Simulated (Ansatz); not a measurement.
**SnClF: basis-set convergence**

One table from this session's results is given with a row withheld; the runs are named, their logs left out.

Program: Ansatz 0.2.0, Gaussian basis. Level of theory: one geometry, several basis sets. These are calculated values, not measurements.

Plan: PBE0-D4/def2-SVP; ωB97M-V/def2-SVP; PBE0-D4/def2-QZVPP; ωB97M-V/def2-QZVPP; the functionals' def2-TZVPP values are taken from earlier runs.

**The relaxed structure**

All runs share one geometry, relaxed beforehand with PBE0-D4 in a triple-zeta def2 set. Sn takes the def2 core potential; no spin-orbit term is included.

SMILES `[F][Sn][Cl]`, 3 atoms, charge 0, spin multiplicity 1.

Atoms are counted from 1 here; the program's logs count them from 0.

Bond lengths: F1–Sn2 1.935 Å, Sn2–Cl3 2.360 Å. Angles: F1–Sn2–Cl3 96.9°.

Set-up of the first run:

The input, in.yaml:

```yaml
crystal:
  periodic: [false, false, false]
  atoms:
    - {symbol: F, position_ang: [-1.389567, 0.223137, -0.744432]}
    - {symbol: Sn, position_ang: [0.164340, 0.898054, 0.190737]}
    - {symbol: Cl, position_ang: [1.214328, -1.185990, 0.540496]}
basis:
  gaussian: {orbitals: def2-SVP}
hamiltonian: {xc: pbe0, dispersion: d4}
output: {orbitals: {seedname: orbitals}}
```

Steps of the session up to this table: PBE0-D4 in def2-SVP; ωB97M-V in def2-SVP; PBE0-D4 in def2-QZVPP; ωB97M-V in def2-QZVPP.

One table of the session follows, with a row left open; its other results are not shown here.

It belongs to the step «Functionals by basis». 

```
functional       basis  HOMO (eV)  LUMO (eV)
   PBE0-D4    def2-SVP      -8.10      -2.81
   PBE0-D4  def2-TZVPP      -8.30      -2.95
   PBE0-D4  def2-QZVPP      -8.34      -2.98
   ωB97M-V    def2-SVP     -10.13      -0.95
   ωB97M-V  def2-TZVPP          ?          ?
   ωB97M-V  def2-QZVPP     -10.43      -1.23
```

Estimate the missing values for ωB97M-V, def2-TZVPP.

The run gave: HOMO (eV): -10.38; LUMO (eV): -1.17. In the column «HOMO (eV)» it lies between ωB97M-V, def2-QZVPP (-10.43) and ωB97M-V, def2-SVP (-10.13).
